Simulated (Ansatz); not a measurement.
# SnPb2O3: the cost of one run

Method: DFT PBE, scalar-relativistic, plane waves, PAW, in Ansatz 0.2.0.

### 1 The system as given

The structure is hexagonal, space group P-6m2 (No. 187). Conventional cell: a = 4.499 Å, b = 4.499 Å, c = 8.228 Å, α = 90.00°, β = 90.00°, γ = 120.00°. Sn (site symmetry -6m2) has 2 O at 2.07 Å in its first shell of neighbours. Pb (site symmetry -6m2) is surrounded by 5 O at 2.04 to 2.60 Å and 3 Pb at 2.60 Å. Around Pb (site symmetry -6m2) lie 3 Pb at 2.60 Å and 3 O at 2.60 Å. O (site symmetry -6m2) is surrounded by 6 Pb at 2.60 Å. O (site symmetry 3m) has 1 Pb at 2.04 Å and 1 Sn at 2.07 Å in its first shell of neighbours.

Coordinates:

```xyz
6
Lattice="4.4994 0.0000 0.0000 -2.2497 3.8966 0.0000 0.0000 0.0000 8.2284" Properties=species:S:1:pos:R:3 pbc="T T T"
Sn    2.2497    1.2989    0.0000
Pb    2.2497    1.2989    4.1142
Pb    0.0000    0.0000    4.1142
O     0.0000    2.5978    4.1142
O     2.2497    1.2989    2.0697
O     2.2497    1.2989    6.1587
```

The cell is invented: random cell by space group and Wyckoff sites (P-6m2, No. 187). Its size is a rough estimate.

### 2 A first look at the guess

The input, input.yaml:

```yaml
crystal:
  lattice:
    - [4.49944074, 0.0, 0.0]
    - [-2.24972037, 3.89662998, 0.0]
    - [0.0, 0.0, 8.22837516]
  atoms:
    - { symbol: Sn, position: [0.66666667, 0.33333333, 0.0] }
    - { symbol: Pb, position: [0.66666667, 0.33333333, 0.5] }
    - { symbol: Pb, position: [0.0, 0.0, 0.5] }
    - { symbol: O, position: [0.33333333, 0.66666667, 0.5] }
    - { symbol: O, position: [0.66666667, 0.33333333, 0.25153045] }
    - { symbol: O, position: [0.66666667, 0.33333333, 0.74846955] }
basis:
  ecutwfc: 420
kpoints:
  mp_grid: { grid: [6, 6, 2] }
hamiltonian:
  xc: pbe
scf:
  occupations: { method: gaussian, width: 0.1 }
  lower_state_search: "off"
output:
  forces: true
  stress: true
  eigenvalues: true
```

Command:

```sh
ansatz run input.yaml --threads 1 --pin off --max-ram 2560MiB --backend cpu --events-out ev --progress --plain --runs-dir out
```

Q: Estimate wall time and peak memory on 1 thread of Intel Xeon at 2.50GHz (Skylake/Cascade Lake), shared host.

About 14 s, with a peak of 0.4 GiB.
